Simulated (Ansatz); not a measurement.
Working through an atomisation energy of CH₆Al₂Se, SMILES [AlH2][CH2][Se][AlH2]

Program: the Python package of Ansatz (0.2.0).

Input file `ch6al2se.xyz`:
```text
10

Al   -1.74950   -0.63750   -0.11890
C     0.09260   -1.22430   -0.16920
Se    1.03630   -0.53190    1.36200
Al    1.63690    1.61110    0.35890
H    -2.80990   -1.05370   -1.29510
H    -2.28950    0.39590    1.03520
H     0.61340   -0.90680   -1.10940
H     0.12950   -2.31250   -0.12710
H     0.52960    2.82320    0.54710
H     2.89370    1.78530   -0.48060
```

The cells in order, each with its output:

**Cell 1**
```python
from collections import Counter

import ansatz as az
```

**Cell 2**
```python
def total_energy(molecule, charge=0, unpaired=0):
    calc = molecule.calculation().basis(gaussian="cc-pVDZ").functional("cam_b3lyp")
    if charge:
        calc = calc.charge(charge)
    if unpaired:
        calc = calc.spin("collinear", total=unpaired)
    report = calc.run().report
    if report["published_state_doubts"]:
        print("  doubts:", report["published_state_doubts"])
    return report["free_energy_ev"]
```

**Cell 3**
```python
geometry = az.Crystal.molecule_from_extxyz("ch6al2se.xyz")
```

**Cell 4**
```python
# unpaired electrons of the ground-state atoms
unpaired = {"Al": 1, "C": 2, "Se": 2, "H": 1}
counts = Counter(site.symbol for site in geometry.cartesian_sites)
atom_energy = {s: total_energy(az.Crystal.molecule().atom(s, (0, 0, 0)), 0, unpaired[s]) for s in counts}
whole = total_energy(geometry, 0, 0)
for s, e in atom_energy.items():
    print(f"{s:2s} x{counts[s]}  {e:14.5f} eV")
print(f"CH6Al2Se: {whole:.5f} eV")
split = sum(counts[s] * e for s, e in atom_energy.items()) - whole
print(f"atomisation energy (no zero-point term): {23.060548 * split:.1f} kcal/mol, {split / sum(counts.values()):.3f} eV an atom")
```
Output:
```text
Al x2     -6595.03302 eV
C  x1     -1029.38945 eV
Se x1    -65350.51409 eV
H  x6       -13.54839 eV
CH6Al2Se: -79679.39603 eV
atomisation energy (no zero-point term): 648.8 kcal/mol, 2.814 eV an atom
```

648.8 kcal/mol from the electronic energies, without the zero-point term.

Reading the output:
- Total energies depend on the basis set; only differences at equal settings carry meaning.
- The geometry is a force-field or estimated start, not a minimum of this method, and the basis set is short of its limit. All parts are taken at fixed geometry, without zero-point energy.
- For Al to Cl the sets with a tight d function, cc-pV(X+d)Z, are usual.
- The spin-orbit lowering of heavy atoms is left out.
- Wall time of the script: 7 s on 1 thread of Arm Neoverse V2, on a shared host, peak memory 0.36 GiB.

(Lines on the test bed's own set-up are left out of the output.)
